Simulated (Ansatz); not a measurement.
# CH7FOSi2: a ladder of functionals and wavefunction methods

Aim: compute CH7FOSi2 with functionals from several rungs and with coupled cluster, and see how far each lands from CCSD(T) at the basis-set limit for the atomisation energy.

Program: Ansatz 0.2.0, Gaussian basis. Level of theory: functionals in def2-TZVPP, the program's frozen cores in correlated methods. These are calculated values, not measurements.

The runs, in order: LDA (SPW92), PBE-D4, revPBE-D4, BLYP-D4, r2SCAN-D4, B97M-V, PBE0-D4, B3LYP-D4, r2SCANh-D4, r2SCAN0-D4, HSE06-D4, BHLYP-D4, CAM-B3LYP-D4, LC-ωPBE, ωB97X-V, ωB97M-V, B2PLYP, PBE-QIDH; CCSD(T)/def2-SVP; CCSD(T)/def2-TZVPP; MP2/def2-QZVPP; extrapolation to the limit; RPA on PBE.

## (1) The relaxed structure

An earlier PBE0-D4 in a triple-zeta def2 set relaxation fixed the geometry.

SMILES `C[SiH2]O[SiH2]F`, 12 atoms, charge 0, spin multiplicity 1.

Atoms are counted from 1 here; the program's logs count them from 0.

Bond lengths: C1–Si2 1.856 Å, C1–H6 1.092 Å, C1–H7 1.093 Å, C1–H8 1.093 Å, Si2–O3 1.648 Å, Si2–H9 1.489 Å, Si2–H10 1.485 Å, O3–Si4 1.614 Å, Si4–F5 1.597 Å, Si4–H11 1.477 Å, Si4–H12 1.480 Å. Angles: Si2–C1–H6 110.9°, Si2–C1–H7 110.8°, Si2–C1–H8 110.4°, H6–C1–H7 108.2°, H6–C1–H8 108.2°, H7–C1–H8 108.2°, C1–Si2–O3 110.3°, C1–Si2–H9 110.6°, C1–Si2–H10 111.2°, O3–Si2–H9 108.7°, O3–Si2–H10 106.9°, H9–Si2–H10 109.0°, Si2–O3–Si4 146.6°, O3–Si4–F5 109.5°, O3–Si4–H11 108.9°, O3–Si4–H12 110.8°, F5–Si4–H11 107.6°, F5–Si4–H12 106.8° and more.

Coordinates:

```mol
CH7FOSi2
  3D, bonds by distance, orders not assigned

 12 11  0  0  0  0  0  0  0  0999 V2000
   -1.8922    0.2613   -0.2614 C   0  0
   -0.4685   -0.8681   -0.6405 Si  0  0
    0.7776   -0.5872    0.4006 O   0  0
    2.0087    0.3774    0.7986 Si  0  0
    1.4726    1.8671    1.0095 F   0  0
   -2.2532    0.1055    0.7578 H   0  0
   -1.5953    1.3079   -0.3629 H   0  0
   -2.7213    0.0732   -0.9491 H   0  0
    0.0147   -0.6536   -2.0321 H   0  0
   -0.8537   -2.2925   -0.4770 H   0  0
    2.5792   -0.0786    2.0821 H   0  0
    3.0083    0.4324   -0.2916 H   0  0
  1  2  8  0
  2  3  8  0
  3  4  8  0
  4  5  8  0
  1  6  8  0
  1  7  8  0
  1  8  8  0
  2  9  8  0
  2 10  8  0
  4 11  8  0
  4 12  8  0
M  END
```

## (2) LDA

This LDA is Slater exchange with PW92 correlation.

in.yaml

```yaml
crystal:
  periodic: [false, false, false]
  atoms:
    - {symbol: C, position_ang: [-1.892204, 0.261349, -0.261423]}
    - {symbol: Si, position_ang: [-0.468528, -0.868105, -0.640479]}
    - {symbol: O, position_ang: [0.777603, -0.587158, 0.400630]}
    - {symbol: Si, position_ang: [2.008658, 0.377376, 0.798631]}
    - {symbol: F, position_ang: [1.472636, 1.867061, 1.009531]}
    - {symbol: H, position_ang: [-2.253157, 0.105498, 0.757811]}
    - {symbol: H, position_ang: [-1.595285, 1.307928, -0.362912]}
    - {symbol: H, position_ang: [-2.721269, 0.073246, -0.949133]}
    - {symbol: H, position_ang: [0.014702, -0.653608, -2.032118]}
    - {symbol: H, position_ang: [-0.853654, -2.292454, -0.476965]}
    - {symbol: H, position_ang: [2.579233, -0.078628, 2.082096]}
    - {symbol: H, position_ang: [3.008265, 0.432395, -0.291568]}
basis:
  gaussian: {orbitals: def2-TZVPP}
hamiltonian: {xc: lda}
output: {orbitals: {seedname: orbitals}}
```

Further steps of the session: PBE-D4 (GGA); revPBE-D4 (GGA); BLYP-D4 (GGA); r2SCAN-D4 (meta-GGA); B97M-V (meta-GGA); PBE0-D4 (hybrid); B3LYP-D4 (hybrid); r2SCANh-D4 (hybrid); r2SCAN0-D4 (hybrid); HSE06-D4 (hybrid); BHLYP-D4 (hybrid); CAM-B3LYP-D4 (range-separated); LC-ωPBE-D4 (range-separated); ωB97X-V (range-separated); ωB97M-V (range-separated); B2PLYP (double hybrid); PBE-QIDH (double hybrid); CCSD(T) in def2-SVP; CCSD(T) in def2-TZVPP; MP2 in def2-QZVPP; RPA on PBE orbitals.

**Question.** What will the summary of the whole plan be? Wanted: atomisation energy, CCSD(T)/CBS; farthest beyond LDA; mean size of error, GGA; mean size of error, meta-GGA; mean size of error, hybrid; mean size of error, range-separated; mean size of error, double hybrid; gap, smallest and largest; T1 diagnostic.

The runs gave:

| quantity | value |
| --- | --- |
| atomisation energy, CCSD(T)/CBS | 4481.3 kJ/mol |
| functionals within 22.4 kJ/mol (0.5 %) | r2SCAN-D4, B97M-V, CAM-B3LYP-D4, ωB97X-V, ωB97M-V |
| farthest beyond LDA | revPBE-D4 (-124.3 kJ/mol) |
| mean size of error, GGA | 71.9 kJ/mol |
| mean size of error, meta-GGA | 16.9 kJ/mol |
| mean size of error, hybrid | 69.3 kJ/mol |
| mean size of error, range-separated | 18.9 kJ/mol |
| mean size of error, double hybrid | 67.2 kJ/mol |
| gap, smallest and largest | 6.64 eV (LDA (SPW92)), 14.12 eV (LC-ωPBE) |
| T1 diagnostic | 0.0111 |
| triples share of the correlation energy | 3.1 % |

In words: The LDA atomisation energy is off by 495.0 kJ/mol (11 %): it overbinds. PBE-D4 misses by -31.8 kJ/mol. Double hybrids carry the basis error of their MP2 part in triple zeta, and no dispersion term here, so their miss is partly the set-up's. The rungs meta-GGA, range-separated miss on average by less than the doubt on the reference (22.4 kJ/mol), so they tie. The reference freezes the cores and leaves out relativity and excitations past (T), so misses under about 22.4 kJ/mol can't be ranked. Hartree-Fock recovers 76 % of the binding; the rest is correlation. CCSD(T) in def2-SVP is off by -322.0 kJ/mol, more than most functionals: a good method in a small basis is no reference. The gap grows from 6.6 to 14.1 eV across the functionals, mostly with the share of exact exchange.
